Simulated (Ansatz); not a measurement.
# CH7NOSi2: small, medium and large basis sets

An exercise on one series of results from a longer session: the logs are not shown, and one member is left open.

The runs use Ansatz 0.2.0, Gaussian basis; one geometry, several basis sets.

Plan: PBE0-D4/def2-SVP; ωB97M-V/def2-SVP; PBE0-D4/def2-QZVPP; ωB97M-V/def2-QZVPP; the functionals' def2-TZVPP values are taken from earlier runs.

## Structure used throughout

All runs share one geometry, relaxed beforehand with PBE0-D4 in a triple-zeta def2 set.

SMILES `C=N[SiH2]O[SiH3]`, 12 atoms, charge 0, spin multiplicity 1.

Atoms are counted from 1 here; the program's logs count them from 0.

Bond lengths: C1–N2 1.257 Å, C1–H6 1.096 Å, C1–H7 1.101 Å, N2–Si3 1.727 Å, Si3–O4 1.637 Å, Si3–H8 1.480 Å, Si3–H9 1.483 Å, O4–Si5 1.634 Å, Si5–H10 1.486 Å, Si5–H11 1.484 Å, Si5–H12 1.487 Å. Angles: N2–C1–H6 120.3°, N2–C1–H7 124.1°, H6–C1–H7 115.6°, C1–N2–Si3 126.9°, N2–Si3–O4 113.5°, N2–Si3–H8 107.0°, N2–Si3–H9 107.0°, O4–Si3–H8 108.4°, O4–Si3–H9 109.5°, H8–Si3–H9 111.4°, Si3–O4–Si5 147.6°, O4–Si5–H10 109.0°, O4–Si5–H11 109.4°, O4–Si5–H12 110.3°, H10–Si5–H11 109.3°, H10–Si5–H12 109.3°, H11–Si5–H12 109.4°.

The first run:

in.yaml

```yaml
crystal:
  periodic: [false, false, false]
  atoms:
    - {symbol: C, position_ang: [-1.686658, 1.581339, 0.455429]}
    - {symbol: N, position_ang: [-1.445577, 1.272247, -0.738532]}
    - {symbol: Si, position_ang: [-0.427291, -0.008010, -1.292505]}
    - {symbol: O, position_ang: [0.255213, -0.869910, -0.079984]}
    - {symbol: Si, position_ang: [1.603765, -1.219316, 0.773754]}
    - {symbol: H, position_ang: [-2.354419, 2.419580, 0.686599]}
    - {symbol: H, position_ang: [-1.264538, 1.056184, 1.325664]}
    - {symbol: H, position_ang: [-1.273784, -0.918568, -2.094645]}
    - {symbol: H, position_ang: [0.636319, 0.612302, -2.119523]}
    - {symbol: H, position_ang: [1.398477, -0.818191, 2.189266]}
    - {symbol: H, position_ang: [1.864154, -2.678848, 0.709202]}
    - {symbol: H, position_ang: [2.771442, -0.484009, 0.219274]}
basis:
  gaussian: {orbitals: def2-SVP}
hamiltonian: {xc: pbe0, dispersion: d4}
output: {orbitals: {seedname: orbitals}}
```

Launch:

```
> ansatz run in.yaml --threads 4 --pin off --events-out ev --progress --plain --max-ram 10444MiB
```

Steps of the session up to this table: PBE0-D4 in def2-SVP; ωB97M-V in def2-SVP; PBE0-D4 in def2-QZVPP; ωB97M-V in def2-QZVPP.

One table of the session follows, with a row left open; its other results are not shown here.

| functional | basis | HOMO (eV) |
| --- | --- | --- |
| PBE0-D4 | def2-SVP | -7.18 |
| PBE0-D4 | def2-TZVPP | ? |
| PBE0-D4 | def2-QZVPP | -7.33 |
| ωB97M-V | def2-SVP | -9.51 |
| ωB97M-V | def2-TZVPP | -9.67 |
| ωB97M-V | def2-QZVPP | -9.69 |

**Question.** Estimate the row for PBE0-D4, def2-TZVPP.

As computed: HOMO (eV): -7.31. In the column «HOMO (eV)» it lies between PBE0-D4, def2-QZVPP (-7.33) and PBE0-D4, def2-SVP (-7.18).
